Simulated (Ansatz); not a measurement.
# CH₁₁GaGe₂Si: one species, many methods

An exercise on one series of results from a longer session: the logs are not shown, and one member is left open.

The runs use Ansatz 0.2.0, Gaussian basis; functionals in def2-TZVPP, the program's frozen cores in correlated methods.

The runs, in order: LDA (SPW92), PBE-D4, revPBE-D4, BLYP-D4, r2SCAN-D4, B97M-V, PBE0-D4, B3LYP-D4, r2SCANh-D4, r2SCAN0-D4, HSE06-D4, BHLYP-D4, CAM-B3LYP-D4, LC-ωPBE, ωB97X-V, ωB97M-V, B2PLYP, PBE-QIDH; CCSD(T)/def2-SVP; CCSD(T)/def2-TZVPP; MP2/def2-QZVPP; extrapolation to the limit; RPA on PBE.

**Structure used throughout**

An earlier PBE0-D4 in a triple-zeta def2 set relaxation fixed the geometry.

16 atoms, charge 0, spin multiplicity 1.

Atoms are counted from 1 here; the program's logs count them from 0.

Bond lengths: C1–Si2 1.885 Å, C1–H6 1.092 Å, C1–H7 1.092 Å, C1–H8 1.092 Å, Si2–Ga3 2.402 Å, Si2–Ge4 2.390 Å, Si2–H9 1.494 Å, Ga3–H10 1.575 Å, Ga3–H11 1.573 Å, Ge4–Ge5 2.425 Å, Ge4–H12 1.544 Å, Ge4–H13 1.541 Å, Ge5–H14 1.539 Å, Ge5–H15 1.538 Å, Ge5–H16 1.538 Å. Angles: Si2–C1–H6 110.5°, Si2–C1–H7 111.0°, Si2–C1–H8 110.8°, H6–C1–H7 108.2°, H6–C1–H8 108.0°, H7–C1–H8 108.2°, C1–Si2–Ga3 115.2°, C1–Si2–Ge4 108.8°, C1–Si2–H9 109.7°, Ga3–Si2–Ge4 106.0°, Ga3–Si2–H9 111.1°, Ge4–Si2–H9 105.4°, Si2–Ga3–H10 121.0°, Si2–Ga3–H11 120.9°, H10–Ga3–H11 118.0°, Si2–Ge4–Ge5 110.8°, Si2–Ge4–H12 110.4°, Si2–Ge4–H13 111.1° and more.

Set-up of the first run:

The input, in.yaml:

```yaml
crystal:
  periodic: [false, false, false]
  atoms:
    - {symbol: C, position_ang: [0.462517, 1.729361, -1.033139]}
    - {symbol: Si, position_ang: [0.973851, 0.507579, 0.307507]}
    - {symbol: Ga, position_ang: [3.146844, -0.474756, 0.021946]}
    - {symbol: Ge, position_ang: [-0.575165, -1.311990, 0.323260]}
    - {symbol: Ge, position_ang: [-2.850864, -0.504065, 0.549520]}
    - {symbol: H, position_ang: [0.519947, 1.262786, -2.018891]}
    - {symbol: H, position_ang: [-0.562037, 2.074430, -0.877628]}
    - {symbol: H, position_ang: [1.119433, 2.601952, -1.034457]}
    - {symbol: H, position_ang: [0.845394, 1.149202, 1.650093]}
    - {symbol: H, position_ang: [3.838476, -0.516680, -1.392940]}
    - {symbol: H, position_ang: [3.878854, -1.177467, 1.224110]}
    - {symbol: H, position_ang: [-0.472157, -2.117684, -0.989772]}
    - {symbol: H, position_ang: [-0.269428, -2.289850, 1.474961]}
    - {symbol: H, position_ang: [-3.177718, 0.466707, -0.599423]}
    - {symbol: H, position_ang: [-3.006341, 0.254926, 1.878287]}
    - {symbol: H, position_ang: [-3.871596, -1.654452, 0.516537]}
basis:
  gaussian: {orbitals: def2-TZVPP}
hamiltonian: {xc: lda}
output: {orbitals: {seedname: orbitals}}
```

Launch:

```sh
$ ansatz run in.yaml --threads 2 --pin off --events-out ev --progress --plain --max-ram 32768MiB --backend cuda --devices 0, --max-vram 18GiB
```

Among the steps run: LDA; PBE-D4 (GGA); revPBE-D4 (GGA); BLYP-D4 (GGA); r2SCAN-D4 (meta-GGA); B97M-V (meta-GGA); PBE0-D4 (hybrid); B3LYP-D4 (hybrid); r2SCANh-D4 (hybrid); r2SCAN0-D4 (hybrid); HSE06-D4 (hybrid); BHLYP-D4 (hybrid); CAM-B3LYP-D4 (range-separated); LC-ωPBE (range-separated); ωB97X-V (range-separated); ωB97M-V (range-separated); B2PLYP (double hybrid); PBE-QIDH (double hybrid).

One table of the session follows, with a row left open; its other results are not shown here.

It belongs to the step «Orbital energies across the functionals». 

| functional | HOMO (eV) | LUMO (eV) | gap (eV) |
| --- | --- | --- | --- |
| LDA (SPW92) | -6.14 | -3.14 | 2.99 |
| PBE-D4 | ? | ? | ? |
| revPBE-D4 | -5.98 | -2.77 | 3.22 |
| BLYP-D4 | -5.88 | -2.81 | 3.08 |
| r2SCAN-D4 | -6.26 | -2.71 | 3.55 |
| B97M-V | -6.35 | -2.89 | 3.45 |
| PBE0-D4 | -6.99 | -2.14 | 4.85 |
| B3LYP-D4 | -6.81 | -2.38 | 4.43 |
| r2SCANh-D4 | -6.61 | -2.44 | 4.17 |
| r2SCAN0-D4 | -7.14 | -2.05 | 5.09 |
| HSE06-D4 | -6.61 | -2.50 | 4.11 |
| BHLYP-D4 | -7.84 | -1.39 | 6.45 |
| CAM-B3LYP-D4 | -8.15 | -1.25 | 6.90 |
| LC-ωPBE | -9.38 | -0.12 | 9.25 |
| ωB97X-V | -9.08 | -0.28 | 8.81 |
| ωB97M-V | -8.89 | -0.49 | 8.40 |

**Question.** Estimate the row for PBE-D4.

**Answer.** HOMO (eV): -6.03; LUMO (eV): -2.89; gap (eV): 3.14. In the column «HOMO (eV)» it lies between LDA (SPW92) (-6.14) and revPBE-D4 (-5.98).
